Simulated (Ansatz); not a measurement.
# BrFGeH4: the cost of one run

Method: RKS PBE-D4/def2-SVP, in Ansatz 0.2.0.

## 1. The starting structure

Bond lengths: Ge1–H3 1.550 Å, Ge1–F4 1.679 Å, Ge1–H5 1.549 Å, Ge1–Br6 2.700 Å. Angles: H3–Ge1–F4 109.5°, H3–Ge1–H5 109.5°, H3–Ge1–Br6 178.9°, F4–Ge1–H5 109.5°, F4–Ge1–Br6 69.8°, H5–Ge1–Br6 70.1°.

As a file:

```xyz
7

Ge    0.0000    0.0000    0.0000
H     0.0000    0.0000    1.9000
H     1.4616    0.0000   -0.5162
F    -0.7913    1.3709   -0.5594
H    -0.7300   -1.2648   -0.5162
Br   -2.5622    0.0082    0.8514
H    -0.9607    0.0031    1.9922
```

## 2. Pulling towards end A

Springs on the bonds that form and break draw the guess towards this end; the thresholds are loose.

Contents of input.yaml:

```yaml
crystal:
  periodic: [false, false, false]
  atoms:
    - { symbol: Ge, position_ang: [0.0, 0.0, 0.0] }
    - { symbol: H, position_ang: [0.0, 0.0, 1.9] }
    - { symbol: H, position_ang: [1.4616, 0.0, -0.5162] }
    - { symbol: F, position_ang: [-0.7913, 1.3709, -0.5594] }
    - { symbol: H, position_ang: [-0.73, -1.2648, -0.5162] }
    - { symbol: Br, position_ang: [-2.5622, 0.0082, 0.8514] }
    - { symbol: H, position_ang: [-0.9607, 0.0031, 1.9922] }
basis:
  gaussian: { orbitals: def2-SVP }
hamiltonian:
  xc: pbe
  dispersion: d4
relax:
  f_tol: 0.15
  max_steps: 25
  restrain:
    - { distance: [0, 5], at: 3.6, k: 30.0 }
    - { distance: [6, 1], at: 1.86, k: 30.0 }
    - { distance: [0, 1], at: 1.55, k: 30.0 }
    - { distance: [6, 5], at: 1.55, k: 30.0 }
```

Started as:

```console
> ansatz run input.yaml --threads 2 --pin off --max-ram 3072MiB --backend cpu --events-out ev --progress --plain --runs-dir out
```

**Question.** How long does this run take on 2 threads of Intel Xeon 6975P-C (Granite Rapids), shared host, and how much memory does it need?

About 9 s, with a peak of 0.16 GiB.
